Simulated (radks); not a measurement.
# Sb²⁺ in [Kr] 4d10 5s2 4f1: an all-electron calculation

The task here is to estimate one member of a computed series from the others.

The numbers are computed with radks (a radial shooting solver on a logarithmic mesh, Libxc functionals) version 1 (non-relativistic Kohn-Sham, TPSS, spin-unpolarised, spherical densities, point nucleus), except any that are marked as measured or tabulated.

## The system

- element: antimony (Z = 51)
- charge: +2
- electrons: 49
- configuration: [Kr] 4d10 5s2 4f1

The outer shells:

Sb²⁺
```
[Kr] core
4d [↑↓][↑↓][↑↓][↑↓][↑↓]
5s [↑↓]
4f [↑ ][  ][  ][  ][  ][  ][  ]
```

The first run:

The run's settings:

```text
Z 51
configuration [Kr] 4d10 5s2 4f1 5p0 6s0
relativity non-relativistic
functional tpss,tpss
spin unpolarised
nucleus point
```

Steps of the session up to this table: Self-consistent calculation.

One of the session's tables, all rows but one given; the rest of the session is left out.

It belongs to the step «Shells». Sizes of the orbitals, from the radial functions (bohr):

| level | <r> | outermost maximum (interpolated) | 90 % within | nodes |
| --- | --- | --- | --- | --- |
| 1s | 0.02981 | 0.0197 | 0.0530 | 0 |
| 2s | 0.1286 | 0.109 | 0.198 | 1 |
| 2p | 0.1097 | 0.0855 | 0.178 | 0 |
| 3s | 0.3435 | 0.312 | 0.504 | 2 |
| 3p | ? | ? | ? | ? |
| 3d | 0.3056 | 0.245 | 0.480 | 0 |
| 4s | 0.8212 | 0.750 | 1.19 | 3 |
| 4p | 0.8650 | 0.774 | 1.27 | 2 |
| 4d | 1.013 | 0.840 | 1.56 | 1 |
| 5s | 2.113 | 1.89 | 3.04 | 4 |
| 5p | 2.433 | 2.14 | 3.54 | 3 |
| 6s | 4.847 | 4.66 | 6.78 | 5 |
| 4f | 4.997 | 4.79 | 7.73 | 0 |

Q: Estimate the row for 3p from the others.

**Answer.** <r>: 0.3345; outermost maximum (interpolated): 0.299; 90 % within: 0.501; nodes: 1. In the column «<r>» it lies between 3d (0.3056) and 3s (0.3435).
